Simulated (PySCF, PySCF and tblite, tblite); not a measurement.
# C₅H₆O₂: conformers and averaged spectra

Aim: find the conformers of C₅H₆O₂ (`COc1ccoc1`), weigh them, and average their properties.

Computed with tblite 0.8.0 (tight binding) and PySCF 2.14.0 (DFT, with response routines of our own); each step states its level. Atoms count from 0 throughout.

## 1. The starting structure

13 atoms, charge 0, multiplicity 1; geometry from: MMFF94s geometry.

Bonds of the start (Å): C0–H7 1.09, C0–H8 1.10, C0–H9 1.09, C0–O1 1.41, C2–C3 1.40, C2–C6 1.38, C3–C4 1.37, C3–H10 1.09, C4–H11 1.08, C4–O5 1.37, C6–H12 1.08, O1–C2 1.36, O5–C6 1.35.

## 2. GFN2-xTB relaxation, conformer 1

Job settings and geometry (Å):

```
{"job": {"xc": "GFN2-xTB", "basis": "xTB", "kind": "relax"}, "charge": 0, "multiplicity": 1}
C     -2.181900    -0.135200    -0.384400
O     -1.073500    -0.910600    -0.004300
C      0.138600    -0.311700    -0.154000
C      1.371100    -0.892100     0.154500
C      2.329600     0.034700    -0.140100
O      1.748700     1.164300    -0.640900
C      0.410400     0.952600    -0.646000
H     -3.085700    -0.722000    -0.201600
H     -2.261000     0.775200     0.221600
H     -2.158000     0.107600    -1.447000
H      1.541400    -1.887100     0.567800
H      3.405900     0.051100    -0.080500
H     -0.189800     1.773600    -1.001700
```

Command:

```sh
$ OMP_NUM_THREADS=1 python ens_run.py task.json out
```

This one command runs the whole study; its stages follow in the order run.

Log:

```text
step      E/eV     max force
  0    -595.18872    1.537
  1    -595.23097    0.830
  2    -595.23926    0.229
  3    -595.24289    0.185
  4    -595.24611    0.145
  5    -595.24734    0.097
  6    -595.24806    0.075
  7    -595.24873    0.067
  8    -595.24915    0.068
  9    -595.24938    0.039
 10    -595.24938    0.039
 11    -595.24946    0.027
 12    -595.24958    0.025
 13    -595.24963    0.025
 14    -595.24977    0.029
 15    -595.24985    0.031
 16    -595.24995    0.037
 17    -595.25008    0.036
 18    -595.25022    0.030
 19    -595.25031    0.029
 20    -595.25037    0.022
 21    -595.25041    0.019
 22    -595.25045    0.016
 23    -595.25047    0.011
 24    -595.25048    0.009
 25    -595.25049    0.009
 26    -595.25051    0.009
 27    -595.25051    0.008
 28    -595.25052    0.006
 29    -595.25052    0.006
 30    -595.25052    0.006
 31    -595.25053    0.004
```

Wall time 0.14 s (1 thread of Arm Neoverse V1, shared host).

Relaxing gained 0.062 eV and moved the atoms by 0.03 Å on average (rms).

**GFN2-xTB relaxation, conformer 2**

Job settings and geometry (Å):

```
{"job": {"xc": "GFN2-xTB", "basis": "xTB", "kind": "relax"}, "charge": 0, "multiplicity": 1}
C      2.151700    -0.020900    -0.004500
O      1.119900     0.964400     0.152700
C     -0.121800     0.464100     0.081200
C     -0.617400    -0.835300    -0.154200
C     -1.991100    -0.743700    -0.121800
O     -2.378300     0.542700     0.086900
C     -1.233800     1.278300     0.211100
H      2.097100    -0.775600     0.785700
H      2.096900    -0.480600    -0.995600
H      3.106300     0.484800     0.087200
H     -0.059500    -1.754500    -0.302000
H     -2.798800    -1.456300    -0.249200
H     -1.375600     2.333000     0.404800
```

Log:

```text
step      E/eV     max force
  0    -595.12645    1.597
  1    -595.19174    0.448
  2    -595.20020    0.265
  3    -595.20525    0.167
  4    -595.20897    0.133
  5    -595.21006    0.122
  6    -595.21161    0.099
  7    -595.21245    0.085
  8    -595.21286    0.047
  9    -595.21301    0.029
 10    -595.21301    0.029
 11    -595.21305    0.022
 12    -595.21311    0.020
 13    -595.21312    0.014
 14    -595.21315    0.014
 15    -595.21317    0.013
 16    -595.21318    0.015
 17    -595.21321    0.017
 18    -595.21324    0.017
 19    -595.21327    0.017
 20    -595.21329    0.015
 21    -595.21330    0.013
 22    -595.21331    0.011
 23    -595.21332    0.010
 24    -595.21333    0.008
 25    -595.21334    0.006
 26    -595.21334    0.007
 27    -595.21335    0.005
 28    -595.21335    0.003
```

Wall time 0.16 s (1 thread of Arm Neoverse V1, shared host).

Relaxing gained 0.087 eV and moved the atoms by 0.03 Å on average (rms).

## 3. DFT optimisation, conformer 1: PBE0-D3(BJ)/def2-SVP

Job settings and geometry (Å):

```
{"job": {"kind": "geom", "xc": "PBE0", "basis": "def2-SVP", "d3": "d3bj", "grid": 1, "maxiter": 40}, "charge": 0, "multiplicity": 1}
C     -2.195494    -0.142510    -0.378596
O     -1.066872    -0.894941    -0.004768
C      0.129370    -0.280521    -0.169512
C      1.376052    -0.886482     0.155547
C      2.322513     0.039436    -0.148911
O      1.766122     1.157715    -0.631514
C      0.426566     0.965551    -0.645465
H     -3.059267    -0.774949    -0.181838
H     -2.271406     0.777237     0.210661
H     -2.164206     0.116754    -1.441947
H      1.516757    -1.868000     0.555211
H      3.390996     0.017965    -0.067746
H     -0.175518     1.773231    -1.007842
```

Log:

```text
step   0  E = -343.90922156  max force = 0.012312
step   1  E = -343.91030243  max force = 0.002167
step   2  E = -343.91037843  max force = 0.001277
step   3  E = -343.91040571  max force = 0.001123
step   4  E = -343.91041949  max force = 0.000555
step   5  E = -343.91042662  max force = 0.000503
step   6  E = -343.91042933  max force = 0.000406
optimisation converged
```

It took 45 s on 1 thread of Arm Neoverse V1, shared host; peak memory 0.49 GiB.

Relaxing gained 0.033 eV and moved the atoms by 0.02 Å on average (rms).

## 4. DFT optimisation, conformer 2: PBE0-D3(BJ)/def2-SVP

Job settings and geometry (Å):

```
{"job": {"kind": "geom", "xc": "PBE0", "basis": "def2-SVP", "d3": "d3bj", "grid": 1, "maxiter": 40}, "charge": 0, "multiplicity": 1}
C      2.142965    -0.027723    -0.004499
O      1.134936     0.942980     0.156583
C     -0.142440     0.489381     0.080217
C     -0.625950    -0.829483    -0.145248
C     -1.983665    -0.728444    -0.125977
O     -2.369555     0.533429     0.090743
C     -1.252190     1.277693     0.216768
H      2.084134    -0.797856     0.771652
H      2.087212    -0.503085    -0.989329
H      3.087687     0.505226     0.086165
H     -0.055319    -1.721729    -0.299481
H     -2.751007    -1.466456    -0.250828
H     -1.361195     2.326553     0.395506
```

Log:

```text
step   0  E = -343.90690916  max force = 0.011620
step   1  E = -343.90796228  max force = 0.002014
step   2  E = -343.90803433  max force = 0.001798
step   3  E = -343.90806272  max force = 0.001478
step   4  E = -343.90807278  max force = 0.000675
step   5  E = -343.90808254  max force = 0.000705
step   6  E = -343.90808427  max force = 0.000851
step   7  E = -343.90809780  max force = 0.000276
optimisation converged
```

Run time: 51 s. Hardware: 1 thread of Arm Neoverse V1, shared host; peak memory 0.5 GiB.

The energy fell by 0.032 eV, and the atoms moved 0.02 Å (root mean square).

## 5. Shieldings, conformer 1: PBE0/pcSseg-1 in chloroform

Job settings and geometry (Å):

```
{"job": {"xc": "PBE0", "basis": "pcSseg-1", "solvent": "chloroform", "kind": "nmr", "pop": true}, "charge": 0, "multiplicity": 1}
C     -1.895592     0.091136    -0.108037
O     -0.770335    -0.681796     0.204291
C      0.414592    -0.117357    -0.067555
C      1.668219    -0.755372     0.196851
C      2.615547     0.131920    -0.215190
O      2.051958     1.247160    -0.704958
C      0.705033     1.105288    -0.617690
H     -2.781757    -0.493128     0.170237
H     -1.899335     1.042852     0.454518
H     -1.939073     0.321331    -1.188455
H      1.816531    -1.738164     0.636791
H      3.702401     0.100209    -0.218798
H      0.103284     1.934324    -0.975148
```

Log:

```text
coarse grid: 11328 points
cycle   1  E = -344.0003812408  dE =  1.341e+00  |g| = 5.523e-01  |ddm| = 3.334e+00
cycle   2  E = -343.9661087064  dE =  3.427e-02  |g| = 7.241e-01  |ddm| = 9.186e-01
cycle   3  E = -344.0549794538  dE = -8.887e-02  |g| = 8.782e-02  |ddm| = 5.364e-01
cycle   4  E = -344.0562699450  dE = -1.290e-03  |g| = 3.178e-02  |ddm| = 6.936e-02
cycle   5  E = -344.0564868478  dE = -2.169e-04  |g| = 9.145e-03  |ddm| = 2.761e-02
cycle   6  E = -344.0565028559  dE = -1.601e-05  |g| = 4.097e-03  |ddm| = 9.190e-03
cycle   7  E = -344.0565064399  dE = -3.584e-06  |g| = 9.374e-04  |ddm| = 3.384e-03
final grid: 110688 points
cycle   8  E = -344.1186047510  dE = -1.964e-05  |g| = 1.306e-02  |ddm| = 2.556e-02
cycle   9  E = -344.1185660619  dE =  3.869e-05  |g| = 1.990e-02  |ddm| = 1.813e-02
cycle  10  E = -344.1186348207  dE = -6.876e-05  |g| = 1.368e-03  |ddm| = 1.144e-02
cycle  11  E = -344.1186352151  dE = -3.944e-07  |g| = 2.777e-04  |ddm| = 1.023e-03
cycle  12  E = -344.1186352268  dE = -1.171e-08  |g| = 1.478e-04  |ddm| = 3.332e-04
cycle  13  E = -344.1186352314  dE = -4.652e-09  |g| = 2.392e-05  |ddm| = 1.335e-04
cycle  14  E = -344.1186352315  dE = -9.595e-11  |g| = 1.222e-05  |ddm| = 2.602e-05
converged SCF energy = -344.1186352315

GIAO shielding tensors (ppm)
atom      isotropic    diamagn.    paramagn.     s11        s22        s33       span
  0 C      127.506     246.242    -118.737     98.820    101.700    181.996     83.176
  1 O      263.042     398.031    -134.989    175.127    286.816    327.182    152.054
  2 C       27.650     250.564    -222.915    -32.173     21.591     93.531    125.703
  3 C       75.617     252.187    -176.570     -1.744     74.837    153.758    155.502
  4 C       37.853     252.949    -215.096    -37.792     40.935    110.415    148.207
  5 O       65.382     397.503    -332.121    -71.671     -3.926    271.744    343.415
  6 C       60.323     257.777    -197.454      6.581     55.137    119.252    112.671
  7 H       27.157      28.228      -1.071     22.937     25.417     33.118     10.181
  8 H       27.756      29.779      -2.023     24.777     25.286     33.204      8.427
  9 H       27.741      29.531      -1.790     24.739     25.287     33.197      8.458
 10 H       24.749      30.289      -5.540     22.519     25.482     26.245      3.726
 11 H       23.903      28.321      -4.418     20.836     24.755     26.118      5.283
 12 H       24.129      31.794      -7.665     20.857     24.611     26.919      6.062
```

Wall time 16 s (1 thread of Arm Neoverse V1, shared host); peak memory 0.84 GiB.

In short: HOMO -6.32 eV, LUMO 0.40 eV; dipole 1.25 D.

## 6. Shieldings, conformer 2: PBE0/pcSseg-1 in chloroform

Job settings and geometry (Å):

```
{"job": {"xc": "PBE0", "basis": "pcSseg-1", "solvent": "chloroform", "kind": "nmr", "pop": false}, "charge": 0, "multiplicity": 1}
C      1.851532    -0.169470    -0.265936
O      0.837196     0.764836    -0.025686
C     -0.420831     0.294500     0.011816
C     -0.892493    -1.048292    -0.168258
C     -2.248926    -0.972803    -0.032959
O     -2.635441     0.286154     0.211214
C     -1.529480     1.066078     0.238627
H      1.892830    -0.942714     0.522534
H      1.727027    -0.668401    -1.244107
H      2.801211     0.380973    -0.270590
H     -0.312723    -1.944619    -0.372936
H     -3.036211    -1.720832    -0.084325
H     -1.665217     2.126805     0.422550
```

Log:

```text
coarse grid: 11328 points
cycle   1  E = -343.9977856077  dE =  1.340e+00  |g| = 5.531e-01  |ddm| = 3.336e+00
cycle   2  E = -343.9640540660  dE =  3.373e-02  |g| = 7.242e-01  |ddm| = 9.441e-01
cycle   3  E = -344.0522776965  dE = -8.822e-02  |g| = 9.342e-02  |ddm| = 5.622e-01
cycle   4  E = -344.0537275643  dE = -1.450e-03  |g| = 3.482e-02  |ddm| = 7.537e-02
cycle   5  E = -344.0539800302  dE = -2.525e-04  |g| = 1.117e-02  |ddm| = 3.118e-02
cycle   6  E = -344.0540039906  dE = -2.396e-05  |g| = 4.312e-03  |ddm| = 1.103e-02
cycle   7  E = -344.0540078000  dE = -3.809e-06  |g| = 8.903e-04  |ddm| = 3.611e-03
final grid: 110688 points
cycle   8  E = -344.1162877895  dE = -2.228e-05  |g| = 1.316e-02  |ddm| = 2.837e-02
cycle   9  E = -344.1162460612  dE =  4.173e-05  |g| = 2.031e-02  |ddm| = 1.914e-02
cycle  10  E = -344.1163184739  dE = -7.241e-05  |g| = 1.594e-03  |ddm| = 1.229e-02
cycle  11  E = -344.1163190150  dE = -5.412e-07  |g| = 3.126e-04  |ddm| = 1.214e-03
cycle  12  E = -344.1163190305  dE = -1.544e-08  |g| = 1.503e-04  |ddm| = 3.701e-04
cycle  13  E = -344.1163190352  dE = -4.707e-09  |g| = 2.020e-05  |ddm| = 1.362e-04
cycle  14  E = -344.1163190353  dE = -6.571e-11  |g| = 1.082e-05  |ddm| = 2.292e-05
converged SCF energy = -344.1163190353

GIAO shielding tensors (ppm)
atom      isotropic    diamagn.    paramagn.     s11        s22        s33       span
  0 C      127.934     245.686    -117.752    101.478    102.082    180.242     78.764
  1 O      278.778     397.413    -118.635    192.695    312.183    331.457    138.762
  2 C       28.846     251.392    -222.546    -30.281     24.326     92.494    122.775
  3 C       80.504     256.496    -175.992     -2.842     78.294    166.060    168.902
  4 C       38.718     253.858    -215.140    -34.949     41.284    109.818    144.766
  5 O       58.073     396.983    -338.910    -86.616    -13.719    274.554    361.170
  6 C       55.978     253.088    -197.110     -0.321     55.742    112.512    112.832
  7 H       27.578      29.606      -2.028     24.356     25.114     33.264      8.908
  8 H       27.574      29.458      -1.884     24.313     25.176     33.233      8.920
  9 H       27.219      28.024      -0.805     22.980     25.525     33.152     10.172
 10 H       24.722      31.627      -6.905     22.217     24.886     27.062      4.845
 11 H       23.890      28.813      -4.923     20.794     24.839     26.036      5.242
 12 H       23.855      30.388      -6.533     20.879     24.893     25.793      4.914
```

Run time: 14 s. Hardware: 1 thread of Arm Neoverse V1, shared host; peak memory 0.86 GiB.

In short: HOMO -6.16 eV, LUMO 0.31 eV; dipole 2.44 D.

[end of part 1 of 2]
